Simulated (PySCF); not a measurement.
**[LaOF]−: other functionals and bases at one geometry**

How far do other levels of theory move the description of [LaOF]−, and what does each cost? It is a constructed species; whether it can be made isn't addressed.

Computed with PySCF 2.14.0. Level: several levels, as the steps say, no spin–orbit coupling.

1 further run of the same task is left out (for a known fault of the program).

**1. The starting structure**

3 atoms, charge -1, spin multiplicity 1.

Bond lengths: La1–O2 2.071 Å, La1–F3 2.321 Å. Angles: O2–La1–F3 115.8°.

Geometry (Å):

```xyz
3
charge -1, multiplicity 1
La    0.04627    0.00000   -0.36610
O     1.79062    0.00000    0.74982
F    -1.93141    0.00000    0.84924
```

Formal oxidation states: La +2. Each metal's 1 4f electrons lie in its core potential, so multiplicities, spins and levels count the valence alone. For divalent La, Ce, Gd or Lu the extra electron is normally 5d or 6s, so this core forces an excited configuration. An earlier session relaxed this geometry at PBE0, La lcecp-0-SVP with ECP47, O def2-SVP, F def2-SVP (singlet, point group Cs).

At PBE0 on the finer grid: E = -200.890243 Eh, frontier levels not given, since the 4f levels lie in the core, Mulliken charge on La1 +0.27 e, largest force component 0.011 eV/Å. The highest filled level lies above zero; it isn't the detachment energy.

Levels to run: wB97X; r2SCAN; PBE0, TZVP. Hardware: 2 threads of Arm Neoverse V1, shared host.

**2. wB97X**

Input file run.py (the lines that set the calculation):

```python
mol = gto.M(atom='''
La     0.04627     0.00000    -0.36610
O      1.79062     0.00000     0.74982
F     -1.93141     0.00000     0.84924''',
    basis={'La': 'lcecp-0-SVP', 'O': 'def2-SVP', 'F': 'def2-SVP'},
    ecp={'La': 'lcecp-0-SVP'},
    charge=-1, spin=0)
mf = dft.RKS(mol, xc='WB97X')
mf.grids.atom_grid = (75, 302)  # f atoms: unpruned, at least (60, 302)
mf = mf.density_fit()  # fitting sets: La AutoAux, O def2-universal-JKFIT, F def2-universal-JKFIT
mf.conv_tol = 1e-08; mf.max_cycle = 55
mf.kernel(dm0)  # dm0: the density of the relaxed state
```

Command:

```sh
$ OMP_NUM_THREADS=2 python run.py
```

**3. r2SCAN**

run.py (the lines that set the calculation): that of step 2 with these lines changed.

```diff
@@ -7,3 +7,3 @@
     charge=-1, spin=0)
-mf = dft.RKS(mol, xc='WB97X')
+mf = dft.RKS(mol, xc='R2SCAN')
 mf.grids.atom_grid = (75, 302)  # f atoms: unpruned, at least (60, 302)
```

**4. PBE0, TZVP**

Basis: La lcecp-0-TZVP with ECP47, O def2-TZVP, F def2-TZVP. 

Input file run.py (the lines that set the calculation):

```python
mol = gto.M(atom='''
La     0.04627     0.00000    -0.36610
O      1.79062     0.00000     0.74982
F     -1.93141     0.00000     0.84924''',
    basis={'La': 'lcecp-0-TZVP', 'O': 'def2-TZVP', 'F': 'def2-TZVP'},
    ecp={'La': 'lcecp-0-TZVP'},
    charge=-1, spin=0)
mf = dft.RKS(mol, xc='PBE0')
mf.grids.atom_grid = (75, 302)  # f atoms: unpruned, at least (60, 302)
mf = mf.density_fit()  # fitting sets: La AutoAux, O def2-universal-JKFIT, F def2-universal-JKFIT
mf.conv_tol = 1e-08; mf.max_cycle = 55
mf.kernel(dm0)  # dm0: free metal ions and neutral atoms
```

What does the calculation give? Wanted: for each run, charge on La1; dipole; largest force.

The runs gave:

| level | state | charge on La1 (e) | dipole (D) | largest force (eV/Å) | basis functions | time |
| --- | --- | --- | --- | --- | --- | --- |
| PBE0 (relaxed here) | singlet | 0.27 | 8.20 | 0.01 | 59 | 3 s |
| wB97X | singlet | 0.28 | 8.87 | 0.15 | 59 | 2 s |
| r2SCAN | singlet | 0.22 | 7.71 | 0.42 | 59 | 2.2 s |
| PBE0, TZVP | singlet | 0.58 | 8.75 | 0.64 | 109 | 5.3 s |

Times are on 2 threads of Arm Neoverse V1, shared host; the first row also made further properties. The dipole of a charged species depends on the origin, so these sizes hold for this origin alone.

The largest leftover force, 0.64 eV/Å with PBE0, TZVP, stands at a geometry relaxed at another level. The Mulliken charge on La spans +0.22 to +0.58 e over the levels. With 4f in the core, its levels are missing from HOMO and gap. Total energies of different levels can't be compared. Spin–orbit coupling is left out throughout.
